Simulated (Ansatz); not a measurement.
# Mg3Te under changes of volume

One of the cells (24.177 Å³/atom); the others are scaled copies at fixed shape and fractional positions:

```xyz
4
Lattice="-2.1394 2.1394 5.2825 2.1394 -2.1394 5.2825 2.1394 2.1394 -5.2825" Properties=species:S:1:pos:R:3 pbc="T T T"
Te    0.0000    0.0000    0.0000
Mg    2.1394    0.0000    2.6412
Mg    0.0000    2.1394    2.6412
Mg    0.0000    0.0000    5.2825
```

The cell comes from a database or a generator and needn't be the stable form of this composition.

| Item | Value |
| --- | --- |
| Program | Ansatz 0.2.0 |
| Functional | PBEsol |
| Potentials or basis | Ansatz PAW |
| Cutoff | 420 eV (not typed: the program's choice for these potentials) |
| k mesh | 9 × 9 × 9 |
| Occupations | fermi-dirac, width 0.05 eV |
| Spin | no spin polarisation |

```tsv
volume (Å³/atom)	energy over the lowest point (meV/atom)	pressure (GPa)
22.727	3.21	1.5
23.210	?	?
23.694	0.00	-0.3
24.177	2.10	-1.0
24.661	6.35	-1.7
25.144	12.52	-2.3
25.628	20.43	-2.9
```

What does the run at 23.210 Å³/atom give?

Energy over the lowest point 0.28 meV/atom; pressure 0.5 GPa.

Worked out: A Birch-Murnaghan fit of order 3 (a polynomial in V^(-2/3)) to the other rows has its minimum at 23.50 Å³/atom with B0 = V·E''(V) = 40 GPa and B' = 4.2 at fixed shape and positions, which overstates the stiffness. It gives 0.28 meV/atom at 23.210 Å³/atom, against the run's 0.28, and -dE/dV = 0.5 GPa, against 0.5.

Energies are extrapolated to zero smearing.

Caveats: the PAW data sets come from PBE, with cores solved anew for the run's functional, which leaves a small shift of forces and pressure.
